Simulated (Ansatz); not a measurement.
## C₃H₆ClNSi, SMILES NC1=C(CCl)[SiH2]1: a single point from an input written key by key, step by step

Program: Ansatz 0.2.0, Python API.

The script reads `input.yaml`:
```yaml
crystal:
  periodic: [false, false, false]
  atoms:
    - { symbol: "N", position_ang: [-1.5705, -1.3285, 0.3699] }
    - { symbol: C, position_ang: [-0.6926, -0.3347, 0.3884] }
    - { symbol: C, position_ang: [0.2294, 0.2799, -0.2643] }
    - { symbol: C, position_ang: [1.0652, 0.3972, -1.4919] }
    - { symbol: Cl, position_ang: [2.7252, 0.0823, -1.2512] }
    - { symbol: Si, position_ang: [0.0877, 0.9806, 1.3529] }
    - { symbol: H, position_ang: [-1.8131, -1.6901, 1.2671] }
    - { symbol: H, position_ang: [-1.434, -1.9687, -0.3697] }
    - { symbol: H, position_ang: [0.8896, 1.4004, -1.8841] }
    - { symbol: H, position_ang: [0.6395, -0.3422, -2.1989] }
    - { symbol: H, position_ang: [0.7788, 0.3621, 2.5368] }
    - { symbol: H, position_ang: [-0.8283, 2.1064, 1.5792] }
basis:
  gaussian: { orbitals: def2-SVP }
correlation:
  method: mp2
output:
  forces: true
```

The cells in order, each with its output:

In [1]:
```python
import ansatz
import numpy as np
import pandas as pd

session = ansatz.Session.from_deck('input.yaml')
r = session.plan(threads=1).execute().report

print('reference energy %16.6f eV' % r['reference_energy_ev'])
print('total energy     %16.6f eV' % r['free_energy_ev'])
print('occupied orbitals outside the frozen core (up, down):', r['n_occupied'], ' frozen:', r['n_frozen'], ' virtual:', r['n_virtual'])
symbols = ['N', 'C', 'C', 'C', 'Cl', 'Si', 'H', 'H', 'H', 'H', 'H', 'H']
print('correlation energy', round(r['free_energy_ev'] - r['reference_energy_ev'], 5), 'eV')
cluster = r['correlation'].get('coupled_cluster')
if cluster:
    print('cycles', cluster['cycles'], ' T1 diagnostic', round(cluster['t1_diagnostic'], 4), ' largest double', round(cluster['largest_double'], 4))
field = r['mean_field']
print('<S^2> =', round(abs(field['state']['spin_squared']), 4), ' all-electron relativity setting:', field['relativity'])
print('passes:', field['passes'])
if 'symmetry' in field:
    print('occupied orbitals by irrep:', field['symmetry']['occupied'])
```
```text
reference energy    -25021.292460 eV
total energy        -25042.947171 eV
occupied orbitals outside the frozen core (up, down): [17, 17]  frozen: 14  virtual: [91, 91]
correlation energy -21.65471 eV
<S^2> = 0.0  all-electron relativity setting: none
passes: {'evaluations': 10, 'products': 34}
occupied orbitals by irrep: [{'A': 31}, {'A': 31}]
```

In [2]:
```python
print('forces (eV/A)')
for symbol, f in zip(symbols, r['forces_ev_ang']):
    print(f'  {symbol:2s} {f[0]:9.4f} {f[1]:9.4f} {f[2]:9.4f}')
charges = r['charge_distribution']
table = pd.DataFrame({'atom': symbols, 'mulliken': charges['mulliken_charges_e'], 'lowdin': charges['lowdin_charges_e']})
print(table.round(3).to_string())
print('dipole (e A):', np.round(charges['dipole_moment_e_ang'], 4) + 0.0)
```
```text
forces (eV/A)
  N    -0.8914   -0.0338   -0.2157
  C    -1.6062   -0.8805    1.8640
  C     3.5255    1.8526   -2.6192
  C    -2.8206   -0.6991   -0.5073
  Cl    1.7012   -0.1981    0.3249
  Si   -0.3751    0.1467    2.0063
  H    -0.3598   -0.4601    0.4254
  H    -0.1504   -1.2919   -0.7896
  H     0.3086    0.2088   -0.3455
  H     0.3855    0.2824   -0.2835
  H     0.0565    0.6725   -0.2281
  H     0.2261    0.4005    0.3682
   atom  mulliken  lowdin
0     N    -0.140   0.226
1     C    -0.159  -0.182
2     C    -0.256  -0.251
3     C     0.142  -0.112
4    Cl    -0.146   0.210
5    Si     0.382   0.275
6     H     0.148   0.013
7     H     0.123   0.003
8     H     0.070  -0.007
9     H     0.051  -0.010
10    H    -0.107  -0.081
11    H    -0.108  -0.084
dipole (e A): [-0.3472 -0.3308 -0.0262]
```

Notes:
- Total energies depend on the basis set; only differences at equal settings carry meaning.
- The geometry is a force-field or estimated start, not a minimum of this method, and the basis set is short of its limit.
- The Löwdin charges here are taken after orthogonalising the functions within each atom; they differ from plain Löwdin charges, and their signs can be unphysical.
- Timing: 7.2 s on 1 thread of Intel(R) Xeon(R) Platinum 8488C (Sapphire Rapids), on a shared host, peak memory 0.43 GiB.

(Lines on the test bed's own set-up are left out of the output.)
